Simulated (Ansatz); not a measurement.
# LaGeS: the cost of one run

Computed with Ansatz 0.2.0 (reference: DFT r2SCAN, plane waves, PAW, scalar-relativistic, no spin polarisation, unless a step's input says otherwise).

1 further run of the same task is left out (it didn't finish).

### 1 The starting structure

Symmetry: P4/nmm, No. 129, tetragonal system. Conventional cell: a = 3.960 Å, b = 3.960 Å, c = 8.630 Å, α = 90.00°, β = 90.00°, γ = 90.00°. Around Ge (site symmetry 4mm) lie 5 La at 2.88 to 2.96 Å. S (site symmetry -4m2) is surrounded by 4 S at 2.80 Å and 4 La at 3.18 Å. La (site symmetry 4mm) is surrounded by 5 Ge at 2.88 to 2.96 Å and 4 S at 3.18 Å.

Coordinates:

```xyz
6
Lattice="3.9600 0.0000 0.0000 0.0000 3.9600 0.0000 0.0000 0.0000 8.6296" Properties=species:S:1:pos:R:3 pbc="T T T"
Ge    0.0000    1.9800    5.4539
Ge    1.9800    0.0000    3.1757
S     0.0000    0.0000    0.0000
S     1.9800    1.9800    0.0000
La    0.0000    1.9800    2.4922
La    1.9800    0.0000    6.1374
```

### 2 The reference run

Contents of input.yaml:

```yaml
crystal:
  lattice:
    - [3.959972, 0.0, 0.0]
    - [0.0, 3.959972, 0.0]
    - [0.0, 0.0, 8.629606]
  atoms:
    - { symbol: Ge, position: [0.0, 0.5, 0.632] }
    - { symbol: Ge, position: [0.5, 0.0, 0.368] }
    - { symbol: S, position: [0.0, 0.0, 0.0] }
    - { symbol: S, position: [0.5, 0.5, 0.0] }
    - { symbol: La, position: [0.0, 0.5, 0.2888] }
    - { symbol: La, position: [0.5, 0.0, 0.7112] }
  symmetry: { tolerance: 0.0003 }
kpoints:
  mp_grid: { grid: [5, 5, 2], shift: [0, 0, 0] }
magnetization:
  spin_polarized: false
scf:
  occupations: { method: fermi_dirac, width: 0.0707 }
hamiltonian:
  pseudopotentials: { kind: paw }
  xc: r2scan
basis:
  ecutwfc: 500
output:
  forces: true
  stress: true
  eigenvalues: true
```

Launch:

```sh
ansatz run input.yaml --threads 1 --pin off --max-ram 2560MiB --backend cpu --events-out ev --progress --plain --runs-dir out
```

Q: Estimate wall time and peak memory on 1 thread of an x86-64 CPU, shared host.

About 5.9 s, with a peak of 0.73 GiB.
